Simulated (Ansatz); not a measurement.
# ClF2GeH: the cost of one run

Method: RKS BLYP/def2-SVP, in Ansatz 0.2.0.

### Step 1. The system as given

Bond lengths: Ge1–H2 1.550 Å, Ge1–F3 1.680 Å, Ge1–F4 1.679 Å, Ge1–Cl5 2.218 Å. Angles: H2–Ge1–F3 109.4°, H2–Ge1–F4 109.5°, H2–Ge1–Cl5 109.5°, F3–Ge1–F4 109.5°, F3–Ge1–Cl5 109.5°, F4–Ge1–Cl5 109.5°.

Coordinates:

```xyz
5

Ge    0.0000    0.0000    0.0000
H     0.0000    0.0000    1.5500
F     1.5842    0.0000   -0.5594
F    -0.7913    1.3709   -0.5594
Cl   -1.0456   -1.8115   -0.7393
```

### Step 2. Relaxing the start

Contents of input.yaml:

```yaml
crystal:
  periodic: [false, false, false]
  atoms:
    - { symbol: Ge, position_ang: [0.0, 0.0, 0.0] }
    - { symbol: H, position_ang: [0.0, 0.0, 1.55] }
    - { symbol: F, position_ang: [1.5842, 0.0, -0.5594] }
    - { symbol: F, position_ang: [-0.7913, 1.3709, -0.5594] }
    - { symbol: Cl, position_ang: [-1.0456, -1.8115, -0.7393] }
basis:
  gaussian: { orbitals: def2-SVP }
hamiltonian:
  xc: blyp
relax:
  f_tol: 0.02
  max_steps: 40
```

Run with:

```bash
$ ansatz run input.yaml --threads 1 --pin off --max-ram 2048MiB --backend cpu --events-out ev --progress --plain --runs-dir out
```

**Question.** How long does this run take on 1 thread of Arm Neoverse V1, shared host, and how much memory does it need?

About 11 s, with a peak of 0.12 GiB.
